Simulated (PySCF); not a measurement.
# C₂H₃FO₃S: magnetic properties

What do calculations give for the magnetic properties of C₂H₃FO₃S (`C=C(F)S(=O)(=O)O`)?

Computed with PySCF 2.14.0 and routines of our own; the level stands in each step. Atoms count from 0.

## 1. The starting structure

10 atoms, charge 0, multiplicity 1; geometry from: GFN2-xTB.

## 2. Magnetic properties: GIAO KT3/pcSseg-1

Job settings and geometry (Å):

```
{"job": {"kind": "mag", "xc": "KT3", "basis": "pcSseg-1", "isotopologues": 2}, "charge": 0, "multiplicity": 1}
C     -1.749237    -0.028818    -0.519632
C     -0.593492    -0.490345    -0.110174
F     -0.309028    -1.770811     0.135885
S      0.856622     0.537283     0.181125
O      1.417195     0.236679     1.457945
O      0.525793     1.876203    -0.160510
O      1.839490    -0.056396    -0.937216
H     -2.605747    -0.657651    -0.698664
H     -1.832643     1.029336    -0.684901
H      2.459929    -0.670823    -0.539226
```

Method: GIAO KT3/pcSseg-1 magnetisability, rotational g tensor and spin-rotation constants, non-relativistic, gas phase.

Run with:

```bash
$ OMP_NUM_THREADS=1 python excited_run.py task.json out
```

One launch serves the whole session: the jobs run in the order shown.

Log:

```text
coarse grid: 10000 points
cycle   1  E = -809.1602879250  dE =  1.935e+00  |g| = 1.503e+00  |ddm| = 3.321e+00
cycle   2  E = -807.2578627731  dE =  1.902e+00  |g| = 3.452e+00  |ddm| = 3.980e+00
cycle   3  E = -809.5043649482  dE = -2.247e+00  |g| = 5.206e-01  |ddm| = 3.317e+00
cycle   4  E = -809.5485252009  dE = -4.416e-02  |g| = 2.784e-01  |ddm| = 6.515e-01
cycle   5  E = -809.5619887320  dE = -1.346e-02  |g| = 9.745e-02  |ddm| = 2.547e-01
cycle   6  E = -809.5641005257  dE = -2.112e-03  |g| = 3.249e-02  |ddm| = 9.393e-02
cycle   7  E = -809.5642940281  dE = -1.935e-04  |g| = 1.295e-02  |ddm| = 3.250e-02
cycle   8  E = -809.5643250760  dE = -3.105e-05  |g| = 3.832e-03  |ddm| = 1.186e-02
cycle   9  E = -809.5643278128  dE = -2.737e-06  |g| = 1.321e-03  |ddm| = 3.959e-03
final grid: 95512 points
cycle  10  E = -809.7423652311  dE = -1.618e-04  |g| = 3.548e-02  |ddm| = 6.136e-02
cycle  11  E = -809.7417936974  dE =  5.715e-04  |g| = 6.723e-02  |ddm| = 7.382e-02
cycle  12  E = -809.7425383866  dE = -7.447e-04  |g| = 9.181e-03  |ddm| = 5.542e-02
cycle  13  E = -809.7425583488  dE = -1.996e-05  |g| = 2.273e-03  |ddm| = 8.769e-03
cycle  14  E = -809.7425593402  dE = -9.913e-07  |g| = 6.261e-04  |ddm| = 1.770e-03
cycle  15  E = -809.7425593969  dE = -5.667e-08  |g| = 3.194e-04  |ddm| = 6.844e-04
cycle  16  E = -809.7425594172  dE = -2.033e-08  |g| = 3.899e-05  |ddm| = 2.557e-04
cycle  17  E = -809.7425594174  dE = -1.705e-10  |g| = 2.424e-05  |ddm| = 5.312e-05
converged SCF energy = -809.7425594174

Magnetisability tensor (1e-30 J/T^2)
     -884.55       30.77       41.92
       30.77     -854.71      -10.60
       41.92      -10.60     -978.48
isotropic -905.91   principal values    -997.62   -886.15   -833.97
isotropic susceptibility -54.555 1e-6 cm^3/mol

Inertial axes            a          b          c
rot. const./GHz      3.3870     2.1357     1.7626
chi total           -50.563    -53.198    -59.905
chi diamagnetic    -416.752   -604.757   -719.670
chi paramagnetic    366.189    551.559    659.766
quadrupole/D A        2.036      3.334     -5.369
g nuclear            0.5342     0.5247     0.5324
g electronic        -0.5827    -0.5534    -0.5463
g total             -0.0485    -0.0287    -0.0139

Spin-rotation constants (kHz, H = +C I.J)
atom  isotope        aa         bb         cc
  2    19F        5.328      2.510      1.298
  7     1H        0.295     -0.229     -0.212
  8     1H       -0.211      0.101     -0.214
  9     1H       -0.452      0.116     -0.198
  0    13C*       1.133      0.653      0.213
  1    13C*       1.502      0.776      0.479
  3    33S*       1.477      0.675      0.665
  4    17O*      -0.878     -0.503     -0.387
  6    17O*      -0.850     -0.563     -0.240
* in the singly substituted isotopologue

Isotopologues: g along a, b, c
2H    at 7,8,9             -0.0468    -0.0266    -0.0129
13C   at 0                 -0.0483    -0.0281    -0.0137
```

Run time: 23 s. Hardware: 1 thread of Arm Neoverse V1, shared host; peak memory 0.53 GiB.

From this job:

```csv
quantity,value
magnetisability,-906·10⁻³⁰ J/T²
molar susceptibility,-54.6·10⁻⁶ cm³/mol
"rotational g (a, b, c)","-0.0485, -0.0287, -0.0139"
```

## 3. Magnetic properties: GIAO HSE06/pcseg-1

The job, as its differences from that of step 2:

```diff
@@ -1,2 +1,2 @@
-{"job": {"kind": "mag", "xc": "KT3", "basis": "pcSseg-1", "isotopologues": 2}, "charge": 0, "multiplicity": 1}
+{"job": {"kind": "mag", "xc": "HSE06", "basis": "pcseg-1", "scf": {"level_shift": 0.3}}, "charge": 0, "multiplicity": 1}
 C     -1.749237    -0.028818    -0.519632
```

With the program's defaults for keys left out, this is: GIAO HSE06/pcseg-1 magnetisability, rotational g tensor and spin-rotation constants, non-relativistic, gas phase.

Log:

```text
final grid: 95512 points
cycle   1  E = -800.6528774176  dE =  2.036e+00  |g| = 1.306e+00  |ddm| = 3.662e+00
cycle   2  E = -800.6324533979  dE =  2.042e-02  |g| = 1.465e+00  |ddm| = 2.213e+00
cycle   3  E = -800.9808469489  dE = -3.484e-01  |g| = 3.661e-01  |ddm| = 8.054e-01
cycle   4  E = -801.0063486663  dE = -2.550e-02  |g| = 9.008e-02  |ddm| = 2.567e-01
cycle   5  E = -801.0081512828  dE = -1.803e-03  |g| = 1.477e-02  |ddm| = 8.939e-02
cycle   6  E = -801.0082193225  dE = -6.804e-05  |g| = 6.053e-03  |ddm| = 2.520e-02
cycle   7  E = -801.0082289768  dE = -9.654e-06  |g| = 1.971e-03  |ddm| = 7.767e-03
cycle   8  E = -801.0082300515  dE = -1.075e-06  |g| = 7.507e-04  |ddm| = 2.990e-03
cycle   9  E = -801.0082302339  dE = -1.824e-07  |g| = 2.161e-04  |ddm| = 1.127e-03
cycle  10  E = -801.0082302615  dE = -2.759e-08  |g| = 9.176e-05  |ddm| = 4.364e-04
cycle  11  E = -801.0082302665  dE = -5.011e-09  |g| = 5.685e-05  |ddm| = 2.024e-04
cycle  12  E = -801.0082302678  dE = -1.386e-09  |g| = 2.026e-05  |ddm| = 8.439e-05
cycle  13  E = -801.0082302681  dE = -2.569e-10  |g| = 7.485e-06  |ddm| = 3.838e-05
level shift removed, Fock matrix diagonalised once more
converged SCF energy = -801.0082302681

Magnetisability tensor (1e-30 J/T^2)
     -920.39       35.43       44.94
       35.43     -882.78      -14.14
       44.94      -14.14    -1023.57
isotropic -942.25   principal values   -1044.62   -921.54   -860.58
isotropic susceptibility -56.743 1e-6 cm^3/mol

Inertial axes            a          b          c
rot. const./GHz      3.3870     2.1357     1.7626
chi total           -52.293    -55.216    -62.721
chi diamagnetic    -418.544   -606.608   -721.089
chi paramagnetic    366.251    551.392    658.367
quadrupole/D A        2.215      3.611     -5.825
g nuclear            0.5342     0.5247     0.5324
g electronic        -0.5828    -0.5532    -0.5452
g total             -0.0486    -0.0285    -0.0127

Spin-rotation constants (kHz, H = +C I.J)
atom  isotope        aa         bb         cc
  2    19F        4.691      2.254      0.966
  7     1H        0.304     -0.238     -0.215
  8     1H       -0.215      0.103     -0.219
  9     1H       -0.463      0.107     -0.201
  0    13C*       1.147      0.665      0.175
  1    13C*       1.511      0.794      0.455
  3    33S*       1.542      0.705      0.699
  4    17O*      -0.793     -0.454     -0.358
  6    17O*      -0.807     -0.535     -0.225
* in the singly substituted isotopologue
```

Run time: 26 s. Hardware: 1 thread of Arm Neoverse V1, shared host; peak memory 0.62 GiB.

From this job:

```csv
quantity,value
magnetisability,-942·10⁻³⁰ J/T²
molar susceptibility,-56.7·10⁻⁶ cm³/mol
"rotational g (a, b, c)","-0.0486, -0.0285, -0.0127"
```

## 4. The levels compared

```csv
level,ξ (10⁻³⁰ J/T²),g(a),g(b),gap (eV),functions,time
GIAO KT3/pcSseg-1,-906,-0.0485,-0.0287,5.43,141,23 s
GIAO HSE06/pcseg-1,-942,-0.0486,-0.0285,6.90,117,26 s
```

## 5. What came out

| quantity | value |
| --- | --- |
| magnetisability (step 2, GIAO KT3/pcSseg-1) | -906·10⁻³⁰ J/T² |
| molar susceptibility (step 2, GIAO KT3/pcSseg-1) | -54.6·10⁻⁶ cm³/mol |
| rotational g (a, b, c) (step 2, GIAO KT3/pcSseg-1) | -0.0485, -0.0287, -0.0139 |
| magnetisability over the levels | -942 to -906·10⁻³⁰ J/T² |

What this shows: The magnetisability spreads by 3.9 % over 2 levels of like cost. Two levels can agree by chance, so this spread shows no convergence. Vibrational averaging and real surroundings are missing from these values.
